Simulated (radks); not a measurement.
# Excited configurations of Yb³⁺

One table from this session's results is given with a row withheld; the runs are named, their logs left out.

The numbers are computed with radks (a radial shooting solver on a logarithmic mesh, Libxc functionals) version 1 (non-relativistic Kohn-Sham, PBE, spin-polarised, spherical densities, point nucleus; open shells are filled with parallel spins first), except any that are marked as measured or tabulated.

## The atom as given

* element: ytterbium (Z = 70)
* charge: +3
* electrons: 67
* configuration: [Xe] 4f13

The outer shells:

Yb³⁺
```
[Xe] core
4f [↑↓][↑↓][↑↓][↑↓][↑↓][↑↓][↑ ]
```

The first run:

Input:

```text
Z 70
configuration [Xe] 4f13
relativity non-relativistic
functional pbe,pbe
spin polarised
nucleus point
```

Steps of the session up to this table: Ground configuration: [Xe] 4f13.

One of the session's tables, all rows but one given; the rest of the session is left out.

It belongs to the step «Ground configuration: [Xe] 4f13». Radial moments (bohr):

```
  level     <r>  outermost maximum (interpolated)  90 % within  nodes
  4d up  0.5607                             0.493        0.842      1
4d down  0.5609                             0.493        0.842      1
  5s up   1.286                              1.15         1.85      4
5s down   1.289                              1.15         1.85      4
  5p up   1.434                              1.25         2.09      3
5p down       ?                                 ?            ?      ?
  4f up  0.7016                             0.472         1.19      0
4f down  0.7053                             0.473         1.20      0
```

Estimate the missing values for 5p down.

As computed: <r>: 1.438; outermost maximum (interpolated): 1.26; 90 % within: 2.10; nodes: 3. In the column «<r>» it is the highest.

Caveats from the session: Relativity is left out here, which matters for elements this heavy. Open shells are spherical and high-spin; term and fine-structure splittings are not resolved.
